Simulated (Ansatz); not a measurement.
# CH7ClOSi2: basis-set convergence

One table from this session's results is given with a row withheld; the runs are named, their logs left out.

Computed with Ansatz 0.2.0, Gaussian basis. Level: one geometry, several basis sets.

Levels to be run: PBE0-D4/def2-SVP; ωB97M-V/def2-SVP; PBE0-D4/def2-QZVPP; ωB97M-V/def2-QZVPP; the functionals' def2-TZVPP values are taken from earlier runs.

### Structure used throughout

The geometry comes from an earlier relaxation with PBE0-D4 in a triple-zeta def2 set; it is a stationary point, not always the lowest conformer.

SMILES `OC([SiH3])[SiH2]Cl`, 12 atoms, charge 0, spin multiplicity 1.

Atoms are counted from 1 here; the program's logs count them from 0.

Bond lengths: O1–C2 1.426 Å, O1–H6 0.964 Å, C2–Si3 1.891 Å, C2–Si4 1.878 Å, C2–H7 1.103 Å, Si3–H8 1.484 Å, Si3–H9 1.484 Å, Si3–H10 1.489 Å, Si4–Cl5 2.069 Å, Si4–H11 1.482 Å, Si4–H12 1.481 Å. Angles: C2–O1–H6 108.5°, O1–C2–Si3 107.6°, O1–C2–Si4 111.5°, O1–C2–H7 111.4°, Si3–C2–Si4 112.3°, Si3–C2–H7 106.5°, Si4–C2–H7 107.5°, C2–Si3–H8 110.1°, C2–Si3–H9 110.2°, C2–Si3–H10 107.8°, H8–Si3–H9 109.8°, H8–Si3–H10 109.6°, H9–Si3–H10 109.3°, C2–Si4–Cl5 106.0°, C2–Si4–H11 111.9°, C2–Si4–H12 112.3°, Cl5–Si4–H11 108.3°, Cl5–Si4–H12 106.9° and more.

Geometry (Å):

```
O    -1.07277    1.05164   -0.89392
C    -0.56820    0.12727    0.06723
Si   -0.28985   -1.52228   -0.81527
Si    0.99621    0.77007    0.88373
Cl    0.57326    2.70513    1.48199
H    -1.11669    1.92410   -0.48625
H    -1.30411   -0.06510    0.86614
H    -1.56749   -2.02042   -1.38276
H     0.71363   -1.36198   -1.89737
H     0.22182   -2.49435    0.18941
H     1.35898   -0.02022    2.08433
H     2.13201    0.85085   -0.06326
```

The first run:

The input, in.yaml:

```yaml
crystal:
  periodic: [false, false, false]
  atoms:
    - {symbol: O, position_ang: [-1.072772, 1.051638, -0.893918]}
    - {symbol: C, position_ang: [-0.568203, 0.127266, 0.067234]}
    - {symbol: Si, position_ang: [-0.289850, -1.522278, -0.815268]}
    - {symbol: Si, position_ang: [0.996213, 0.770073, 0.883733]}
    - {symbol: Cl, position_ang: [0.573264, 2.705130, 1.481985]}
    - {symbol: H, position_ang: [-1.116692, 1.924098, -0.486252]}
    - {symbol: H, position_ang: [-1.304112, -0.065104, 0.866139]}
    - {symbol: H, position_ang: [-1.567487, -2.020425, -1.382761]}
    - {symbol: H, position_ang: [0.713633, -1.361980, -1.897369]}
    - {symbol: H, position_ang: [0.221818, -2.494345, 0.189407]}
    - {symbol: H, position_ang: [1.358979, -0.020225, 2.084333]}
    - {symbol: H, position_ang: [2.132009, 0.850853, -0.063264]}
basis:
  gaussian: {orbitals: def2-SVP}
hamiltonian: {xc: pbe0, dispersion: d4}
output: {orbitals: {seedname: orbitals}}
```

Among the steps run: PBE0-D4 in def2-SVP; ωB97M-V in def2-SVP; PBE0-D4 in def2-QZVPP; ωB97M-V in def2-QZVPP.

One of the session's tables, all rows but one given; the rest of the session is left out.

It belongs to the step «Density functionals: the series». 

```
functional       basis  HOMO (eV)  LUMO (eV)
   PBE0-D4    def2-SVP      -7.78      -0.11
   PBE0-D4  def2-TZVPP      -7.94      -0.41
   PBE0-D4  def2-QZVPP      -7.98      -0.53
   ωB97M-V    def2-SVP     -10.06       1.84
   ωB97M-V  def2-TZVPP          ?          ?
   ωB97M-V  def2-QZVPP     -10.28       1.11
```

**Question.** Estimate the row for ωB97M-V, def2-TZVPP.

As computed: HOMO (eV): -10.24; LUMO (eV): 1.40. In the column «HOMO (eV)» it lies between ωB97M-V, def2-QZVPP (-10.28) and ωB97M-V, def2-SVP (-10.06).
